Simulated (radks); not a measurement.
# Ionisation of Ir⁺: one atom, several choices of functional

The task here is to estimate one member of a computed series from the others.

Method: Dirac Kohn-Sham, spin-unpolarised, spherical densities, point nucleus; open shells are shared between the two j in proportion to 2j + 1. Code: radks (a radial shooting solver on a logarithmic mesh, Libxc functionals) version 1.

## The atom as given

- element: iridium (Z = 77)
- charge: +1
- electrons: 76
- configuration: [Xe] 4f14 5d7 6s1
- ion: Ir²⁺, [Xe] 4f14 5d7
- choices: OLYP; BLYP; PBEsol; exchange-only LDA; SOGGA; HCTH/407; exchange-only PBE

The outer shells:

Ir⁺
```
[Xe] core
4f [↑↓][↑↓][↑↓][↑↓][↑↓][↑↓][↑↓]
5d [↑↓][↑↓][↑ ][↑ ][↑ ]
6s [↑ ]
```

Ir²⁺
```
[Xe] core
4f [↑↓][↑↓][↑↓][↑↓][↑↓][↑↓][↑↓]
5d [↑↓][↑↓][↑ ][↑ ][↑ ]
```

Set-up of the first run:

Input:

```text
Z 77
configuration [Xe] 4f14 5d7 6s1
relativity Dirac
functional optx,lyp
spin unpolarised
j_filling average
nucleus point
c 137.035999084
```

Steps of the session up to this table: OLYP: Ir⁺; OLYP: Ir²⁺; BLYP: Ir⁺; BLYP: Ir²⁺; PBEsol: Ir⁺; PBEsol: Ir²⁺; exchange-only LDA: Ir⁺; exchange-only LDA: Ir²⁺; SOGGA: Ir⁺; SOGGA: Ir²⁺; HCTH/407: Ir⁺; HCTH/407: Ir²⁺; exchange-only PBE: Ir⁺; exchange-only PBE: Ir²⁺.

One of the session's tables, all rows but one given; the rest of the session is left out.

```
       functional  Δ-SCF (eV)  −ε(HOMO) (eV)  <r> HOMO (bohr)
             OLYP      17.130         13.216            2.726
             BLYP      17.546         13.582            2.714
           PBEsol      17.502         13.617            2.691
exchange-only LDA      16.708         12.789            2.723
            SOGGA           ?              ?                ?
         HCTH/407      17.473         13.569            2.717
exchange-only PBE      16.775         12.827            2.754
```

**Question.** Estimate the row for SOGGA.

The run gave: Δ-SCF (eV): 17.368; −ε(HOMO) (eV): 13.489; <r> HOMO (bohr): 2.694. In the column «Δ-SCF (eV)» it lies between OLYP (17.130) and HCTH/407 (17.473).

Spin polarisation and multiplet splitting are left out, so open shells lie too high by an amount that depends on their filling. Sharing an open shell by 2j + 1 raises it above the true ground level by a part of the spin-orbit splitting, which enters the differences from NIST.
